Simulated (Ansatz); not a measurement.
**C4H12Sn: one species, many methods**

An exercise on one series of results from a longer session: the logs are not shown, and one member is left open.

The runs use Ansatz 0.2.0, Gaussian basis; functionals in def2-TZVPP, the program's frozen cores in correlated methods.

The runs, in order: LDA (SPW92), PBE-D4, revPBE-D4, BLYP-D4, r2SCAN-D4, B97M-V, PBE0-D4, B3LYP-D4, r2SCANh-D4, r2SCAN0-D4, HSE06-D4, BHLYP-D4, CAM-B3LYP-D4, LC-ωPBE, ωB97X-V, ωB97M-V, B2PLYP, PBE-QIDH; CCSD(T)/def2-SVP; MP2/def2-TZVPP; MP2/def2-QZVPP; RPA on PBE.

## The geometry

The geometry comes from an earlier relaxation with PBE0-D4 in a triple-zeta def2 set; it is a stationary point, not always the lowest conformer. Sn takes the def2 core potential; no spin-orbit term is included.

17 atoms, charge 0, spin multiplicity 1.

Atoms are counted from 1 here; the program's logs count them from 0.

Bond lengths: C1–C2 1.522 Å, C1–H6 1.095 Å, C1–H7 1.093 Å, C1–H8 1.094 Å, C2–C3 1.524 Å, C2–C4 1.526 Å, C2–H9 1.098 Å, C3–H10 1.095 Å, C3–H11 1.093 Å, C3–H12 1.094 Å, C4–Sn5 2.152 Å, C4–H13 1.094 Å, C4–H14 1.095 Å, Sn5–H15 1.711 Å, Sn5–H16 1.712 Å, Sn5–H17 1.710 Å. Angles: C2–C1–H6 110.6°, C2–C1–H7 111.2°, C2–C1–H8 112.1°, H6–C1–H7 107.7°, H6–C1–H8 107.5°, H7–C1–H8 107.5°, C1–C2–C3 110.5°, C1–C2–C4 111.9°, C1–C2–H9 107.9°, C3–C2–C4 110.5°, C3–C2–H9 107.7°, C4–C2–H9 108.2°, C2–C3–H10 110.6°, C2–C3–H11 111.3°, C2–C3–H12 111.3°, H10–C3–H11 107.7°, H10–C3–H12 107.8°, H11–C3–H12 108.0° and more.

Set-up of the first run:

in.yaml reads:

```yaml
crystal:
  periodic: [false, false, false]
  atoms:
    - {symbol: C, position_ang: [0.344928, -0.331695, -1.487640]}
    - {symbol: C, position_ang: [-0.468723, -0.514344, -0.214815]}
    - {symbol: C, position_ang: [-0.686085, -1.995303, 0.071511]}
    - {symbol: C, position_ang: [0.186050, 0.169861, 0.981955]}
    - {symbol: Sn, position_ang: [0.413532, 2.301838, 0.794400]}
    - {symbol: H, position_ang: [1.353431, -0.738889, -1.362400]}
    - {symbol: H, position_ang: [-0.120303, -0.847750, -2.330931]}
    - {symbol: H, position_ang: [0.447192, 0.721917, -1.763246]}
    - {symbol: H, position_ang: [-1.453794, -0.056861, -0.375225]}
    - {symbol: H, position_ang: [0.271713, -2.500718, 0.231360]}
    - {symbol: H, position_ang: [-1.293640, -2.141690, 0.968011]}
    - {symbol: H, position_ang: [-1.190065, -2.491463, -0.762572]}
    - {symbol: H, position_ang: [-0.398598, -0.003359, 1.889874]}
    - {symbol: H, position_ang: [1.180509, -0.252406, 1.161777]}
    - {symbol: H, position_ang: [0.587741, 3.009775, 2.341773]}
    - {symbol: H, position_ang: [-0.976630, 2.953690, 0.037381]}
    - {symbol: H, position_ang: [1.783545, 2.717097, -0.141112]}
basis:
  gaussian: {orbitals: def2-TZVPP}
hamiltonian: {xc: lda}
output: {orbitals: {seedname: orbitals}}
```

Command:

```sh
ansatz run in.yaml --threads 4 --pin off --events-out ev --progress --plain --max-ram 11315MiB
```

Among the steps run: LDA; PBE-D4 (GGA); revPBE-D4 (GGA); BLYP-D4 (GGA); r2SCAN-D4 (meta-GGA); B97M-V (meta-GGA); PBE0-D4 (hybrid); B3LYP-D4 (hybrid); r2SCANh-D4 (hybrid); r2SCAN0-D4 (hybrid); HSE06-D4 (hybrid); BHLYP-D4 (hybrid); CAM-B3LYP-D4 (range-separated); LC-ωPBE (range-separated); ωB97X-V (range-separated); ωB97M-V (range-separated); B2PLYP (double hybrid); PBE-QIDH (double hybrid).

One of the session's tables, all rows but one given; the rest of the session is left out.

It belongs to the step «Frontier levels by functional». 

| functional | HOMO (eV) | LUMO (eV) | gap (eV) |
| --- | --- | --- | --- |
| LDA (SPW92) | -6.80 | -0.55 | 6.24 |
| PBE-D4 | -6.66 | -0.36 | 6.30 |
| revPBE-D4 | -6.60 | -0.27 | 6.33 |
| BLYP-D4 | -6.53 | -0.31 | 6.22 |
| r2SCAN-D4 | -6.88 | 0.10 | 6.98 |
| B97M-V | -6.98 | -0.27 | 6.71 |
| PBE0-D4 | -7.80 | 0.38 | 8.18 |
| B3LYP-D4 | -7.60 | 0.13 | 7.73 |
| r2SCANh-D4 | -7.30 | 0.35 | 7.66 |
| r2SCAN0-D4 | -7.95 | 0.69 | 8.64 |
| HSE06-D4 | -7.40 | 0.03 | 7.43 |
| BHLYP-D4 | ? | ? | ? |
| CAM-B3LYP-D4 | -9.10 | 1.15 | 10.25 |
| LC-ωPBE | -10.41 | 2.23 | 12.64 |
| ωB97X-V | -10.07 | 2.08 | 12.15 |
| ωB97M-V | -9.95 | 1.67 | 11.62 |

Q: Estimate the row for BHLYP-D4 from the others.

Worked estimate for «HOMO (eV)». Against the share of exact exchange, BLYP-D4 (0, -6.53), B3LYP-D4 (0.2, -7.60) give a slope of -5.35 per unit share; at 0.5 the line stands at -9.20.

**Answer.** HOMO (eV): -8.85; LUMO (eV): 1.00; gap (eV): 9.85. In «HOMO (eV)» the line misses by -0.35.
